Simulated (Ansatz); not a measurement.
# C₅H₁₀O₂: energies up the ladder

The task, for C₅H₁₀O₂: energies up the ladder.

Computed with Ansatz 0.2.0 (the levels named in each step, unless a step's input says otherwise).

### Step 1. The system as given

Bond lengths (14 of 16 bonds, heavy atoms first): C1–C2 1.510 Å, C2–O3 1.202 Å, C2–O4 1.334 Å, O4–C5 1.440 Å, C5–C6 1.527 Å, C5–C7 1.523 Å, C1–H8 1.084 Å, C1–H9 1.091 Å, C1–H10 1.085 Å, C5–H11 1.097 Å, C6–H12 1.086 Å, C6–H13 1.088 Å, C6–H14 1.086 Å, C7–H15 1.088 Å. Angles (14 of 28 angles, heavy atoms first): C1–C2–O3 124.6°, C1–C2–O4 109.8°, O3–C2–O4 125.6°, C2–O4–C5 120.7°, O4–C5–C6 111.4°, O4–C5–C7 111.5°, C6–C5–C7 112.1°, C2–C1–H8 109.5°, C2–C1–H9 109.2°, C2–C1–H10 109.7°, O4–C5–H11 102.3°, C6–C5–H11 109.6°, C7–C5–H11 109.6°, C5–C6–H12 110.2°.

As a file:

```xyz
17

C     2.3757   -0.3622    0.7116
C     1.0193    0.1693    0.3149
O     0.7319    1.3358    0.2636
O     0.2010   -0.8459    0.0333
C    -1.1598   -0.6024   -0.3709
C    -1.9537    0.0899    0.7343
C    -1.2222    0.1624   -1.6864
H     2.2727   -1.0062    1.5769
H     2.7819   -0.9557   -0.1084
H     3.0423    0.4651    0.9330
H    -1.5445   -1.6191   -0.5175
H    -1.5974    1.1070    0.8716
H    -1.8445   -0.4519    1.6713
H    -3.0053    0.1146    0.4633
H    -0.6039   -0.3289   -2.4345
H    -2.2484    0.1897   -2.0417
H    -0.8665    1.1795   -1.5476
```

### Step 2. A rough first relaxation, PBE-D4/def2-SVP

input.yaml reads:

```yaml
crystal:
  periodic: [false, false, false]
  atoms:
    - { symbol: C, position_ang: [2.37572, -0.36222, 0.71159] }
    - { symbol: C, position_ang: [1.01934, 0.16933, 0.31486] }
    - { symbol: O, position_ang: [0.73188, 1.33578, 0.26363] }
    - { symbol: O, position_ang: [0.20102, -0.8459, 0.03329] }
    - { symbol: C, position_ang: [-1.15984, -0.60242, -0.37086] }
    - { symbol: C, position_ang: [-1.95366, 0.08986, 0.73434] }
    - { symbol: C, position_ang: [-1.22221, 0.16237, -1.6864] }
    - { symbol: H, position_ang: [2.27268, -1.00618, 1.57686] }
    - { symbol: H, position_ang: [2.78188, -0.9557, -0.10835] }
    - { symbol: H, position_ang: [3.04235, 0.46512, 0.93302] }
    - { symbol: H, position_ang: [-1.54452, -1.61912, -0.51754] }
    - { symbol: H, position_ang: [-1.59743, 1.10704, 0.8716] }
    - { symbol: H, position_ang: [-1.84454, -0.45192, 1.67131] }
    - { symbol: H, position_ang: [-3.0053, 0.11461, 0.46331] }
    - { symbol: H, position_ang: [-0.60392, -0.32893, -2.43453] }
    - { symbol: H, position_ang: [-2.2484, 0.18965, -2.04165] }
    - { symbol: H, position_ang: [-0.86645, 1.17951, -1.54759] }
basis:
  gaussian: { orbitals: def2-SVP }
hamiltonian:
  xc: pbe
  dispersion: d4
relax:
  f_tol: 0.03
  max_steps: 200
```

On the command line:

```
$ ansatz run input.yaml --threads 4 --pin off --max-ram 10240MiB --backend cpu --events-out ev --progress --plain --runs-dir out
```

After this run come: Relaxation, PBE0-D4/def2-TZVP; Relaxation, PBE0-D4/def2-SVP; Frequencies, PBE0-D4/def2-SVP; Single point, PBE-D4/def2-TZVPP; Single point, r2SCAN-D4/def2-TZVPP; Single point, B3LYP-D4/def2-TZVPP; Single point, wB97M-V/def2-TZVPP; Single point, B2PLYP/def2-TZVPP; Single point, PBE0-D4/def2-TZVPP; Single point, LDA/def2-TZVPP; Single point, PBE0-D4/def2-SVP; Single point, PBE-D4/def2-SVP.

**Question.** What will these runs give? Wanted: C1–C2 at PBE0-D4/def2-SVP; C2–O3 at PBE0-D4/def2-SVP; C2–O4 at PBE0-D4/def2-SVP; frequencies at PBE0-D4/def2-SVP; energy at PBE-D4/def2-SVP.

**Answer**, as computed:

| quantity | value |
| --- | --- |
| C1–C2 at PBE0-D4/def2-SVP | 1.503 Å |
| C2–O3 at PBE0-D4/def2-SVP | 1.204 Å |
| C2–O4 at PBE0-D4/def2-SVP | 1.337 Å |
| frequencies at PBE0-D4/def2-SVP | 54 to 3217 cm⁻¹ |
| energy at PBE-D4/def2-SVP | -9424.605 eV |

What this shows: The C1–C2 distance spreads over 0.003 Å, from PBE0-D4/def2-TZVP (shortest) to PBE0-D4/def2-SVP. No mode is imaginary, so the geometry is a minimum. These totals serve in differences with atoms or fragments at the same level; alone they don't rank the methods.
